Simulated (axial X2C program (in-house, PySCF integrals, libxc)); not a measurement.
**MoH: bond curves with and without spin–orbit coupling**

Aim: find the lowest determinant of MoH, scan the bond at several levels and fit the constants, once spin-free and once with spin–orbit coupling.

Method: all-electron X2C, Mo dyall-cv3z, H dyall-v3z; program: an in-house X2C program for linear molecules on PySCF integrals.

All values are calculated.

**1. The job**

File task.json:

```json
{"zs": [42, 1], "q": 0, "bas": ["dyall-cv3z", "dyall-v3z"], "levels": ["PBE0", "HF", "B3LYP"], "cc": true, "r0": 1.7, "thr": -2.0, "nmax": 90, "npts": 10, "nst": 2, "ntry": 6}
```

Keys: zs atomic numbers; q charge; bas basis sets; levels methods (HF also brings MP2); cc coupled cluster on or off; r0 starting distance in Å; thr threshold in hartree for freezing inner shells (an s shell follows its p shell); nmax most natural virtual spinors; npts points asked for on the curve; nst determinants followed; ntry starts of the search.

On the command line:

```
python so2c.py task.json out
```

Spin-free means the one-electron spin-free X2C Hamiltonian; two-component (2c) means X2C with spin–orbit coupling and atomic mean-field two-electron Coulomb and Gaunt terms. Basis: Mo dyall-cv3z contracted to [11s12p9d5f3g], H dyall-v3z contracted to [6s2p1d]; Gaussian nuclei, density fitting. Masses: Mo 97.905 u, H 1.008 u.

Notation: σ, π±, δ± give the projection m of an orbital's angular momentum (0, ±1, ±2), α and β its spin, Λ and M_S the sums; ω is the projection of a spinor's total angular momentum and Ω the sum. Logs are in hartree.

The results follow Hamiltonian by Hamiltonian and level by level.

**2. Search for the lowest determinant**

Determinants are compared with PBE0 at 1.700 Å.

Spin-free determinants:

```
ΔE (eV)             state                                   open shells
   0.00  M_S = 5/2, Λ = 0  beyond closed shells: σα, π+α, π-α, δ+α, δ-α
   1.52  M_S = 3/2, Λ = 0  beyond closed shells: σβ, π+α, π-α, δ+α, δ-α
   2.15  M_S = 3/2, Λ = 2           beyond closed shells: π+α, π-α, δ+α
   2.56  M_S = 5/2, Λ = 1   beyond closed shells: 2 × σα, π+α, δ+α, δ-α
   2.86  M_S = 3/2, Λ = 3  beyond closed shells: σα, π+α, δ+α, δ+β, δ-α
   2.86  M_S = 3/2, Λ = 1  beyond closed shells: σα, π-α, δ+α, δ+β, δ-α
   2.90  M_S = 5/2, Λ = 2   beyond closed shells: 2 × σα, π+α, π-α, δ+α
```

Two-component determinants:

| ΔE (eV) | state | open shells |
| --- | --- | --- |
| 0.00 | Ω = 5/2 | excess of +ω over −ω: ω = 5/2 |
| 1.52 | Ω = 3/2 | excess of +ω over −ω: 2 × ω = -1/2, ω = 5/2 |
| 2.07 | Ω = 1/2 | excess of +ω over −ω: ω = 1/2 |
| 2.21 | Ω = 1/2 | excess of +ω over −ω: ω = -1/2, ω = -3/2, ω = 5/2 |
| 2.23 | Ω = 7/2 | excess of +ω over −ω: ω = -1/2, ω = 3/2, ω = 5/2 |
| 2.47 | Ω = 1/2 | excess of +ω over −ω: ω = -1/2, ω = -3/2, ω = 5/2 |
| 2.52 | Ω = 3/2 | excess of +ω over −ω: ω = 1/2, ω = -3/2, ω = 5/2 |

**3. PBE0, spin-free**

State followed: M_S = 5/2, Λ = 0 (beyond closed shells: σα, π+α, π-α, δ+α, δ-α). The scan is laid around 1.719 Å, a first estimate of the minimum, and this SCF restarts from the orbitals of the search.

Output at 1.719 Å:

```text
spin-free X2C-1e  PBE0
basis functions 171  fitting functions 777  grid points 5072
iter        total energy     max residual
   1      -4048.303059075     2.43e+00
   2      -4048.680437083     1.15e-02
   3      -4048.679876833     1.61e-02
   4      -4048.681540511     9.40e-04
   5      -4048.681546590     4.66e-04
   6      -4048.681548546     1.94e-04
   7      -4048.681549083     3.54e-05
   8      -4048.681549119     1.25e-05
   9      -4048.681549124     1.51e-06
  10      -4048.681549125     5.16e-07
converged
one-electron -5611.27276355  Coulomb 1674.56832831  exact exchange -30.74789309  xc functional -94.15850693  nuclear repulsion 12.92928613
```

Along the bond, energies from the lowest point:

```tsv
R (Å)	E (eV)	μ (D)	HOMO (eV)	LUMO (eV)	iterations
1.496	0.3818	-2.06	-5.40	-1.39	12
1.564	0.1638	-2.23	-5.44	-1.50	11
1.616	0.0665	-2.35	-5.47	-1.59	11
1.667	0.0148	-2.48	-5.50	-1.67	10
1.719	0.0000	-2.60	-5.53	-1.75	10
1.779	0.0203	-2.74	-5.57	-1.85	11
1.839	0.0721	-2.88	-5.60	-1.94	11
1.917	0.1734	-3.05	-5.65	-2.05	11
2.011	0.3332	-3.23	-5.70	-2.18	11
2.149	0.6042	-3.45	-5.77	-2.34	11
```

Dipoles are positive if H is the positive end.

Outer orbitals at the reference distance:

```tsv
symmetry	occupied	ε (eV)	atomic character
σα	yes	-8.25	44% H s, 39% Mo d, 11% Mo s
σβ	yes	-7.83	56% H s, 22% Mo d, 13% Mo s
π-α	yes	-6.21	97% Mo d, 2% H p
π+α	yes	-6.21	97% Mo d, 2% H p
δ+α	yes	-6.15	100% Mo d
δ-α	yes	-6.15	100% Mo d
σα	yes	-5.53	56% Mo s, 35% Mo d, 8% H s
σα	no	-1.75	63% Mo p, 15% Mo d, 11% Mo s
σβ	no	-1.25	68% Mo s, 16% Mo d, 11% Mo p
π-α	no	-0.80	98% Mo p
π+α	no	-0.80	98% Mo p
```

PBE0 fields in the half plane through the axis: z from -2.4 to 3.9 Å across, distance from the axis 0.15 to 2.25 Å upwards; Mo lies at z = 0 and H at z = 1.719 Å; the ELF is damped to zero where the density is low.

log10 density (e/bohr³). Ten even steps from '0' (-5.14 ) to '9' (1.66 ):
```
1122233333332222111000
1223333333333322221100
2223344444443333222110
2233444555444443332211
2233455555554444332211
2234456666655554433221
2234556777665555443221
2234567898766665543321
```

ELF. Ten even steps from '0' (0.00 ) to '9' (1.00 ):
```
0001233332211000000000
0012344433221111000000
0013344433222233310000
0012344433223467752000
0011234444323789986100
0000135676425999998400
0000147636636999999600
0000047252637999999710
```

Re = 1.717 Å, ωe = 1759 cm⁻¹, ωexe = 30.4 cm⁻¹, Be = 5.733 cm⁻¹, De = 2.36 eV, μ = -2.59 D.

**4. HF, spin-free**

Output at 1.719 Å:

```text
spin-free X2C-1e  HF
basis functions 171  fitting functions 777  grid points 5072
iter        total energy     max residual
   1      -4046.766721473     3.44e-01
   2      -4046.785263636     8.55e-03
   3      -4046.786584873     4.94e-03
   4      -4046.786885840     2.65e-03
   5      -4046.787014451     1.47e-03
   6      -4046.787063348     5.48e-04
   7      -4046.787075307     2.54e-04
   8      -4046.787079954     9.46e-05
   9      -4046.787080687     6.25e-05
  10      -4046.787081058     2.53e-05
  11      -4046.787081142     1.45e-05
  12      -4046.787081165     9.71e-06
  13      -4046.787081176     5.62e-06
  14      -4046.787081181     1.54e-06
  15      -4046.787081181     4.24e-07
converged
one-electron -5610.70254500  Coulomb 1674.04859107  exact exchange -123.06241338  xc functional 0.00000000  nuclear repulsion 12.92928613
```

Re = 1.780 Å, ωe = 1598 cm⁻¹, ωexe = 37.8 cm⁻¹, Be = 5.333 cm⁻¹, De = 1.26 eV, μ = -3.44 D.

**5. B3LYP, spin-free**

Output at 1.719 Å:

```text
spin-free X2C-1e  B3LYP
basis functions 171  fitting functions 777  grid points 5072
iter        total energy     max residual
   1      -4049.049078861     4.25e-02
   2      -4049.050348572     3.10e-03
   3      -4049.050316518     4.53e-03
   4      -4049.050454654     4.92e-04
   5      -4049.050458267     2.58e-04
   6      -4049.050459564     1.81e-04
   7      -4049.050460219     6.16e-05
   8      -4049.050460351     7.15e-06
   9      -4049.050460353     2.02e-06
converged
one-electron -5611.07852944  Coulomb 1674.36183022  exact exchange -24.59413114  xc functional -100.66891612  nuclear repulsion 12.92928613
```

Re = 1.721 Å, ωe = 1759 cm⁻¹, ωexe = 29.6 cm⁻¹, Be = 5.705 cm⁻¹, De = 2.62 eV, μ = -2.49 D.

**6. Correlated methods, spin-free**

Correlated methods: 15 electrons correlated (frozen shells, counted by type: Mo 3 s, 2 p, 1 d; H none), 225 virtual spinors in MP2, 90 natural virtuals in coupled cluster.

Output of the correlated part at 1.719 Å:

```text
correlated 15  virtual 225  natural virtual 90  E(MP2) -0.419655706  MP2 remainder -0.018362375
iter   CCSD correlation   residual
   1     -0.399824471   9.67e-02
   2     -0.407506516   3.75e-02
   3     -0.409198167   1.81e-02
   4     -0.409309830   8.13e-03
   5     -0.409424284   3.38e-03
   6     -0.409472199   1.33e-03
   7     -0.409474975   4.24e-04
   8     -0.409476159   1.58e-04
   9     -0.409473279   7.39e-05
  10     -0.409474177   3.94e-05
  11     -0.409474101   1.77e-05
  12     -0.409474383   8.05e-06
  13     -0.409474339   3.57e-06
  14     -0.409474379   1.54e-06
  15     -0.409474395   7.03e-07
(T) -0.013100353  T1 0.0242  D1 0.0770  max T2 0.062
```

T1 in the output is the amplitude norm over the root of the electron number; divide by √2 for the Lee–Taylor value.

MP2: Re = 1.702 Å, ωe = 1814 cm⁻¹, Be = 5.833 cm⁻¹, De = 2.18 eV.

CCSD: Re = 1.722 Å, ωe = 1762 cm⁻¹, ωexe = 27.9 cm⁻¹, Be = 5.696 cm⁻¹, De = 2.34 eV. T1 at Re = 0.017 (Lee–Taylor, the printed value over √2).

CCSD(T): Re = 1.719 Å, ωe = 1770 cm⁻¹, ωexe = 27.7 cm⁻¹, Be = 5.717 cm⁻¹, De = 2.40 eV. T1 at Re = 0.017 (Lee–Taylor, the printed value over √2).

**7. A higher determinant, spin-free**

State: M_S = 3/2, Λ = 0 (beyond closed shells: σβ, π+α, π-α, δ+α, δ-α).

Output at the reference distance:

```text
spin-free X2C-1e  PBE0
basis functions 171  fitting functions 777  grid points 5072
iter        total energy     max residual
   1      -4048.246627831     2.43e+00
   2      -4048.624296364     1.18e-02
   3      -4048.623362820     1.80e-02
   4      -4048.625487793     1.15e-03
   5      -4048.625497542     4.97e-04
   6      -4048.625500348     1.98e-04
   7      -4048.625500985     1.93e-05
   8      -4048.625501010     1.18e-05
   9      -4048.625501021     4.57e-06
  10      -4048.625501023     8.36e-07
  11      -4048.625501023     2.34e-07
converged
one-electron -5610.64585755  Coulomb 1673.92485498  exact exchange -30.72626603  xc functional -94.10751855  nuclear repulsion 12.92928613
```

```tsv
R (Å)	E above the lowest PBE0 point (eV)
1.496	1.842
1.564	1.644
1.616	1.562
1.667	1.525
1.719	1.525
1.779	1.563
1.839	1.633
1.917	1.757
2.011	1.947
```

Re = 1.692 Å, ωe = 1852 cm⁻¹, ωexe = 28.1 cm⁻¹, Be = 5.9 cm⁻¹, μ = -2.18 D. ⟨S²⟩ = 4.76 against 3.75 for a pure state, so this determinant mixes spins. Te = 1.52 eV.

**8. The spin-free curves together**

Energy (eV) of the followed determinant, spin-free, from each level's lowest point:

```tsv
R (Å)	PBE0	HF	MP2	CCSD	CCSD(T)	B3LYP
1.496	0.382	0.576	0.341	n/a	n/a	0.399
1.564	0.164	0.299	0.137	0.177	0.171	0.174
1.616	0.067	0.160	0.049	0.075	0.071	0.073
1.667	0.015	0.070	0.006	0.018	0.017	0.018
1.719	0.000	0.019	0.000	0.000	0.000	0.000
1.779	0.020	0.000	0.031	0.017	0.019	0.018
1.839	0.072	0.015	0.094	0.067	0.071	0.068
1.917	0.173	0.072	0.211	0.167	0.174	0.168
2.011	0.333	0.180	0.392	n/a	n/a	0.327
2.149	0.604	0.374	0.698	n/a	n/a	0.600
```

**9. PBE0, 2c**

State followed: Ω = 5/2 (excess of +ω over −ω: ω = 5/2). The scan is laid around 1.719 Å, a first estimate of the minimum, and this SCF restarts from the orbitals of the search.

Output at 1.719 Å:

```text
two-component X2C + atomic mean field  PBE0
basis functions 171  fitting functions 777  grid points 5072
iter        total energy     max residual
   1      -4046.697522198     2.44e+00
   2      -4047.076167253     1.16e-02
   3      -4047.075603687     1.62e-02
   4      -4047.077275269     9.43e-04
   5      -4047.077281376     4.67e-04
   6      -4047.077283341     1.95e-04
   7      -4047.077283880     3.54e-05
   8      -4047.077283916     1.24e-05
   9      -4047.077283921     1.51e-06
  10      -4047.077283922     5.14e-07
converged
one-electron -5606.99461353  Coulomb 1673.73318590  exact exchange -30.73294869  xc functional -94.11343961  nuclear repulsion 12.92928613  atomic mean-field constant -1.89875411
```

Along the bond, energies from the lowest point:

```tsv
R (Å)	E (eV)	μ (D)	HOMO (eV)	LUMO (eV)	iterations
1.496	0.3816	-2.06	-5.40	-1.39	12
1.564	0.1638	-2.23	-5.44	-1.50	11
1.616	0.0666	-2.35	-5.47	-1.58	11
1.667	0.0148	-2.48	-5.50	-1.67	10
1.719	0.0000	-2.60	-5.53	-1.75	10
1.779	0.0202	-2.74	-5.57	-1.84	11
1.839	0.0719	-2.88	-5.60	-1.94	11
1.917	0.1730	-3.05	-5.65	-2.05	11
2.011	0.3326	-3.23	-5.70	-2.18	11
2.149	0.6032	-3.45	-5.77	-2.34	11
```

Dipoles are positive if H is the positive end.

Outer spinors at the reference distance:

```
   ω  occupied  ε (eV)              atomic character    λ mixture
 1/2       yes   -8.25   44% H s, 39% Mo d, 11% Mo s       100% σ
-1/2       yes   -7.83   56% H s, 22% Mo d, 13% Mo s       100% σ
-1/2       yes   -6.25              97% Mo d, 2% H p       100% π
-3/2       yes   -6.24                     100% Mo d       100% δ
 3/2       yes   -6.17              97% Mo d, 2% H p       100% π
 5/2       yes   -6.07                     100% Mo d       100% δ
 1/2       yes   -5.53    56% Mo s, 35% Mo d, 8% H s       100% σ
 1/2        no   -1.75  63% Mo p, 15% Mo d, 11% Mo s       100% σ
-1/2        no   -1.25  68% Mo s, 16% Mo d, 12% Mo p       100% σ
-1/2        no   -0.83                      98% Mo p  99% π, 1% σ
 3/2        no   -0.77                      98% Mo p       100% π
```

PBE0 fields in the half plane through the axis: z from -2.4 to 3.9 Å across, distance from the axis 0.15 to 2.25 Å upwards; Mo lies at z = 0 and H at z = 1.719 Å; the ELF is damped to zero where the density is low.

log10 density (e/bohr³). Ten even steps from ' ' (-5.14 ) to '@' (1.66 ):
```
....::::::--------------::::::::......      
..::::----------------------::::::::....    
::::::----==============--------::::::....  
::::----======++++++==========------::::....
::::----==++++++++++++++========----::::....
::::--====++**********++++++++====----::::..
::::--==++++**######****++++++++====--::::..
::::--==++**##%%@@%%##********++++==----::..
```

ELF. Ten even steps from '0' (0.00 ) to '9' (1.00 ):
```
0001233332211000000000
0012344433221111000000
0012344433222233310000
0012344433223467752000
0011234444323789986100
0000135676425999998400
0000147636636999999600
0000047252637999999710
```

Re = 1.717 Å, ωe = 1757 cm⁻¹, ωexe = 30.4 cm⁻¹, Be = 5.733 cm⁻¹, De = 2.36 eV, μ = -2.60 D.

**10. HF, 2c**

The SCF at the reference distance of 1.719 Å:

```text
two-component X2C + atomic mean field  HF
basis functions 171  fitting functions 777  grid points 5072
iter        total energy     max residual
   1      -4045.162690385     3.44e-01
   2      -4045.181233453     8.66e-03
   3      -4045.182556162     4.94e-03
   4      -4045.182858198     2.65e-03
   5      -4045.182987675     1.47e-03
   6      -4045.183037469     5.50e-04
   7      -4045.183049840     2.56e-04
   8      -4045.183054686     9.61e-05
   9      -4045.183055457     6.01e-05
  10      -4045.183055840     2.34e-05
  11      -4045.183055925     1.36e-05
  12      -4045.183055947     9.14e-06
  13      -4045.183055958     5.41e-06
  14      -4045.183055963     1.50e-06
  15      -4045.183055964     7.22e-07
converged
one-electron -5606.42665628  Coulomb 1673.21585841  exact exchange -123.00279012  xc functional 0.00000000  nuclear repulsion 12.92928613  atomic mean-field constant -1.89875411
```

Re = 1.780 Å, ωe = 1596 cm⁻¹, ωexe = 37.8 cm⁻¹, Be = 5.331 cm⁻¹, De = 1.26 eV, μ = -3.44 D.

**11. B3LYP, 2c**

The SCF at the reference distance of 1.719 Å:

```text
two-component X2C + atomic mean field  B3LYP
basis functions 171  fitting functions 777  grid points 5072
iter        total energy     max residual
   1      -4047.444697545     4.31e-02
   2      -4047.445973871     3.09e-03
   3      -4047.445943728     4.54e-03
   4      -4047.446081673     4.93e-04
   5      -4047.446085537     2.58e-04
   6      -4047.446086947     1.80e-04
   7      -4047.446087653     6.16e-05
   8      -4047.446087795     7.13e-06
   9      -4047.446087797     2.01e-06
converged
one-electron -5606.80104663  Coulomb 1673.52726915  exact exchange -24.58215249  xc functional -100.62068985  nuclear repulsion 12.92928613  atomic mean-field constant -1.89875411
```

Re = 1.721 Å, ωe = 1758 cm⁻¹, ωexe = 29.6 cm⁻¹, Be = 5.704 cm⁻¹, De = 2.62 eV, μ = -2.49 D.

**12. MP2 and beyond, 2c**

Correlated methods: 15 electrons correlated (frozen shells, counted by type: Mo 3 s, 2 p, 1 d; H none), 225 virtual spinors in MP2, 90 natural virtuals in coupled cluster.

Output of the correlated part at 1.719 Å:

```text
correlated 15  virtual 225  natural virtual 90  E(MP2) -0.419762810  MP2 remainder -0.018372315
iter   CCSD correlation   residual
   1     -0.399904463   9.67e-02
   2     -0.407590752   3.75e-02
   3     -0.409283156   1.81e-02
   4     -0.409396589   8.16e-03
   5     -0.409512325   3.40e-03
   6     -0.409561015   1.35e-03
   7     -0.409563907   4.40e-04
   8     -0.409565150   1.73e-04
   9     -0.409562092   8.62e-05
  10     -0.409563139   4.67e-05
  11     -0.409563073   2.03e-05
  12     -0.409563393   8.98e-06
  13     -0.409563354   3.98e-06
  14     -0.409563399   1.81e-06
  15     -0.409563419   8.90e-07
(T) -0.013108889  T1 0.0242  D1 0.0769  max T2 0.062
```

MP2: Re = 1.702 Å, ωe = 1813 cm⁻¹, Be = 5.832 cm⁻¹, De = 2.18 eV.

CCSD: Re = 1.723 Å, ωe = 1760 cm⁻¹, ωexe = 27.9 cm⁻¹, Be = 5.695 cm⁻¹, De = 2.34 eV. T1 at Re = 0.017 (Lee–Taylor, the printed value over √2).

CCSD(T): Re = 1.719 Å, ωe = 1769 cm⁻¹, ωexe = 27.6 cm⁻¹, Be = 5.716 cm⁻¹, De = 2.39 eV. T1 at Re = 0.017 (Lee–Taylor, the printed value over √2).

**13. A higher determinant, 2c**

State: Ω = 3/2 (excess of +ω over −ω: 2 × ω = -1/2, ω = 5/2).

Output at the reference distance:

```text
two-component X2C + atomic mean field  PBE0
basis functions 171  fitting functions 777  grid points 5072
iter        total energy     max residual
   1      -4046.641015779     2.44e+00
   2      -4047.020006349     1.19e-02
   3      -4047.019068953     1.80e-02
   4      -4047.021201110     1.15e-03
   5      -4047.021210939     4.99e-04
   6      -4047.021213755     2.01e-04
   7      -4047.021214390     1.72e-05
   8      -4047.021214410     1.05e-05
   9      -4047.021214418     4.24e-06
  10      -4047.021214420     7.77e-07
converged
one-electron -5606.36511036  Coulomb 1673.08710593  exact exchange -30.71131409  xc functional -94.06242792  nuclear repulsion 12.92928613  atomic mean-field constant -1.89875411
```

```tsv
R (Å)	E above the lowest PBE0 point (eV)
1.496	1.842
1.564	1.644
1.616	1.562
1.667	1.525
1.719	1.526
1.779	1.564
1.839	1.633
1.917	1.758
2.011	1.947
```

Re = 1.692 Å, ωe = 1851 cm⁻¹, ωexe = 28.1 cm⁻¹, Be = 5.901 cm⁻¹, μ = -2.17 D. Te = 1.52 eV.

**14. The 2c curves together**

Energy (eV) of the followed determinant, 2c, from each level's lowest point:

```tsv
R (Å)	PBE0	HF	MP2	CCSD	CCSD(T)	B3LYP
1.496	0.382	0.576	0.341	n/a	n/a	0.398
1.564	0.164	0.299	0.137	0.177	0.171	0.174
1.616	0.067	0.161	0.049	0.075	0.071	0.073
1.667	0.015	0.070	0.006	0.019	0.017	0.018
1.719	0.000	0.019	0.000	0.000	0.000	0.000
1.779	0.020	0.000	0.031	0.017	0.019	0.018
1.839	0.072	0.015	0.094	0.066	0.070	0.067
1.917	0.173	0.071	0.210	0.166	0.173	0.167
2.011	0.333	0.179	0.392	n/a	n/a	0.326
2.149	0.603	0.373	0.697	n/a	n/a	0.599
```

Time for the job: 5.7 min (1 thread, shared host).

**15. Results**

Lowest determinant that the search found at its distance, spin-free: M_S = 5/2, Λ = 0 (beyond closed shells: σα, π+α, π-α, δ+α, δ-α).

Lowest determinant that the search found at its distance, 2c: Ω = 5/2 (excess of +ω over −ω: ω = 5/2).

```tsv
Hamiltonian	level	Re (Å)	ωe (cm⁻¹)	De (eV)	μ (D)
spin-free	PBE0	1.717	1759	2.36	-2.59
spin-free	HF	1.780	1598	1.26	-3.44
spin-free	MP2	1.702	1814	2.18	n/a
spin-free	CCSD	1.722	1762	2.34	n/a
spin-free	CCSD(T)	1.719	1770	2.40	n/a
spin-free	B3LYP	1.721	1759	2.62	-2.49
2c	PBE0	1.717	1757	2.36	-2.60
2c	HF	1.780	1596	1.26	-3.44
2c	MP2	1.702	1813	2.18	n/a
2c	CCSD	1.723	1760	2.34	n/a
2c	CCSD(T)	1.719	1769	2.39	n/a
2c	B3LYP	1.721	1758	2.62	-2.49
```

Dipoles are positive if H is the positive end.

Time per point (s) on 1 thread, shared host (2c runs; CCSD comes with the CCSD(T) run); the times are rough: PBE0 0.85, HF 0.63, MP2 1.1, CCSD(T) 17, B3LYP 0.86.

What this shows: At CCSD(T), going from spin-free to two-component changes Re by 0 mÅ, ωe by -0.1 %; the spin-free picture holds up (part of it comes from the scalar share of the two-electron terms). De moves by -0.01 eV; both De rest on single-determinant atoms, which can miss part of an open shell's spin–orbit lowering.

De refers to Mo + H, each in the lowest determinant found, which need not be this curve's own limit. The state is a single determinant with fixed occupations, the lowest that a limited PBE0 search found. Dissociation energies refer to the lowest single-determinant-based atoms at the same level and basis. Density functionals use the spin component along the axis (collinear). CCSD and (T) use frozen natural virtuals with an MP2 correction for the truncation. With several unpaired electrons one determinant need not be a pure state. The spin-free determinant is spin-contaminated at some levels, which hurts MP2 most.
